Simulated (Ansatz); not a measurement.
# Sc: the cost of one run

Program: Ansatz 0.2.0. Level of theory: DFT PBEsol, scalar-relativistic. These are calculated values, not measurements.

### 1 The structure to begin with

The structure is cubic, space group Fm-3m (No. 225). Conventional cell: a = 4.541 Å, b = 4.541 Å, c = 4.541 Å, α = 90.00°, β = 90.00°, γ = 90.00°. Around Sc (site symmetry m-3m) lie 12 Sc at 3.21 Å.

As a file:

```
CELL_PARAMETERS angstrom
0.00000 2.27050 2.27050
2.27050 0.00000 2.27050
2.27050 2.27050 0.00000
ATOMIC_POSITIONS crystal
Sc 0.00000 0.00000 0.00000
```

### 2 The deformed structure

Space group Fm-3m before, R-3m after.

### 3 LAPW, all electrons

The input, input.yaml:

```yaml
crystal:
  lattice:
    - [-0.04541, 2.247795, 2.247795]
    - [2.247795, -0.04541, 2.247795]
    - [2.247795, 2.247795, -0.04541]
  atoms:
    - { symbol: Sc, position: [0.0, 0.0, 0.0] }
kpoints:
  mp_grid: { grid: [12, 12, 12] }
  band_path:
    path:
      - [0.0, 0.0, 0.0]
      - [0.5, 0.5, 0.5]
      - [0.2551801333, 0.5, 0.7448198667]
      - [-0.2551801333, 0.2551801333, 0.5]
      - [0.0, 0.0, 0.5]
      - [0.0, 0.0, 0.0]
      - [-0.3775900666, 0.0, 0.3775900666]
      - [0.0, 0.3775900666, 0.6224099334]
      - [0.0, 0.5, 0.5]
    npoints: 5
scf:
  occupations: { method: fermi_dirac, width: 0.03 }
hamiltonian:
  xc: pbesol
  pseudopotentials: { kind: all_electron, lapw: { basis_error: 0.00025 } }
output:
  forces: true
  stress: true
  eigenvalues: true
```

Run with:

```console
> ansatz run input.yaml --threads 1 --pin off --max-ram 3072MiB --backend cpu --events-out ev --progress --plain --runs-dir out
```

What time and memory should one allow on 1 thread of Intel Xeon 6975P-C (Granite Rapids), shared host?

About 5.8 s, with a peak of 0.34 GiB.
